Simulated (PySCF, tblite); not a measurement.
# C₄H₈SSi₂: geometry, infrared bands and NMR shifts

Aim: predict the infrared bands and NMR shifts of C₄H₈SSi₂ (`[SiH3]C1=C([SiH3])C(=S)C1`).

Computed with tblite 0.8.0 and PySCF 2.14.0, with density-fitted response routines of our own, on a single molecule in the gas phase. Atoms count from 0, in the outputs and in this text.

### Step 1. The molecule as given

15 atoms, charge 0, multiplicity 1; geometry from: force field or distance geometry start.

Bonds of the start (Å): Si0–C1 1.88, C1–C2 1.38, C2–Si3 1.87, C2–C4 1.46, C4–S5 1.62, C4–C6 1.50, C6–C1 1.54, Si0–H7 1.48, Si0–H8 1.48, Si0–H9 1.49, Si3–H10 1.47, Si3–H11 1.49, Si3–H12 1.47, C6–H13 1.09, C6–H14 1.09.

### Step 2. Geometry optimisation with GFN2-xTB

Job settings and geometry (Å):

```
{"job": {"kind": "relax", "xc": "GFN2-xTB", "basis": "xTB"}, "charge": 0, "multiplicity": 1}
Si    -1.490600     1.603700    -0.631900
C     -0.681600     0.000900    -0.079400
C      0.614500    -0.407700     0.183100
Si     2.300100     0.404400     0.106300
C      0.154300    -1.745900     0.538800
S      0.917500    -3.095500     1.007500
C     -1.277000    -1.371700     0.272100
H     -2.959000     1.405400    -0.715000
H     -0.965200     1.989900    -1.960300
H     -1.209900     2.677700     0.355000
H      2.158700     1.808800    -0.320300
H      2.929900     0.378800     1.458200
H      3.164600    -0.304100    -0.850900
H     -1.913700    -1.419500     1.160000
H     -1.747000    -1.917200    -0.545100
```

The run is started by

```
$ OMP_NUM_THREADS=1 python probes_run.py task.json out
```

This one command runs all jobs of the session in turn.

**Question.** This job is followed by: GFN2-xTB harmonic vibrations, gas phase; GIAO PBE0/pcSseg-1 NMR shielding, non-relativistic, gas phase. What will the session give for the following? strongest single infrared mode (GFN2-xTB); zero-point energy (GFN2-xTB); ¹³C shifts against TMS (PBE0/pcSseg-1); ¹H shifts against TMS (PBE0/pcSseg-1, means over atoms taken as alike); ²⁹Si shifts against TMS (PBE0/pcSseg-1); ³³S shifts against CS2 (PBE0/pcSseg-1); surface potential, 1st and 99th percentile.

**Answer**, as computed:

| quantity | value |
| --- | --- |
| strongest single infrared mode (GFN2-xTB) | 791 cm⁻¹, 600 km/mol |
| zero-point energy (GFN2-xTB) | 57.7 kcal/mol |
| ¹³C shifts against TMS (PBE0/pcSseg-1) | 251.7, 202.4, 176.2, 58.2 ppm |
| ¹H shifts against TMS (PBE0/pcSseg-1, means over atoms taken as alike) | 4.51, 4.08, 3.57 ppm |
| ²⁹Si shifts against TMS (PBE0/pcSseg-1) | -88.2, -94.9 ppm |
| ³³S shifts against CS2 (PBE0/pcSseg-1) | 917 ppm |
| surface potential, 1st and 99th percentile | -1.07 V and 1.29 V |

In words: Relaxing lowered the energy by 0.055 eV in 19 steps; the close pair that moved most is Si3–H11, from 1.492 to 1.462 Å. The lowest mode is imaginary (35i cm⁻¹), so the xTB geometry is not a minimum. The strongest single mode, at 791 cm⁻¹, has its largest shares on H7, H8, H9 and H10 (the list is cut at 4 atoms). Unscaled tight-binding wavenumbers are off by several per cent, some by more. Its intensities can rank the bands wrongly. The most deshielded carbon is C4 (thiocarbonyl carbon), at 251.7 ppm: the small n→π* gap of C=S deshields it strongly. At PBE0/pcSseg-1: The widest tensor belongs to S5: span 2443 ppm, with a paramagnetic part of -1470 ppm. By nearest atom (PBE0/pcSseg-1), the HOMO sits on S5 81 % and the LUMO on S5 29 %; C1 29 %.
